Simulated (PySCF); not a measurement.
# C4H10AlBr3O (AlBr3.OEt2): the cost of one run

Computed with PySCF 2.14.0 and routines of our own; the level stands in each step. Atoms count from 0.

## Step 1: The starting structure

19 atoms, charge 0, multiplicity 1; geometry from: GFN2-xTB.

## Step 2: Optimising the geometry at PBE0-D3(BJ)/def2-SVP

What the job is given:

```
{"job": {"xc": "PBE0", "basis": "def2-SVP", "d3": "d3bj", "grid": 1, "maxiter": 30, "shake": 0.01, "kind": "geom"}, "charge": 0, "multiplicity": 1}
C      2.134660     0.171200     0.810040
C      1.219980    -0.393850    -0.281320
O     -0.100180     0.205610    -0.278360
C     -0.988460    -0.425870     0.605740
C     -1.630050    -1.687490    -0.012030
Al    -0.585030     1.953700    -1.020300
Br     1.146050     2.398430    -2.429050
Br    -0.673170     3.219960     0.869850
Br    -2.580750     1.470420    -1.971250
H      3.099960    -0.251020     0.754500
H      2.200590     1.269400     0.674280
H      1.714280     0.011300     1.804200
H      1.626750    -0.171710    -1.272020
H      1.103500    -1.468020    -0.158790
H     -0.534830    -0.655490     1.561910
H     -1.813190     0.321510     0.800960
H     -0.874580    -2.435980    -0.180200
H     -2.381470    -2.075960     0.685070
H     -2.114800    -1.449080    -0.942470
```

Launch:

```sh
> OMP_NUM_THREADS=1 python heavy_run.py task.json out
```

One launch serves the whole session: the jobs run in the order shown.

**Question.** How long does this first job take on 1 thread of Arm Neoverse N1, shared host, and how much memory does it need?

About 13 min, with a peak of 1.8 GiB.
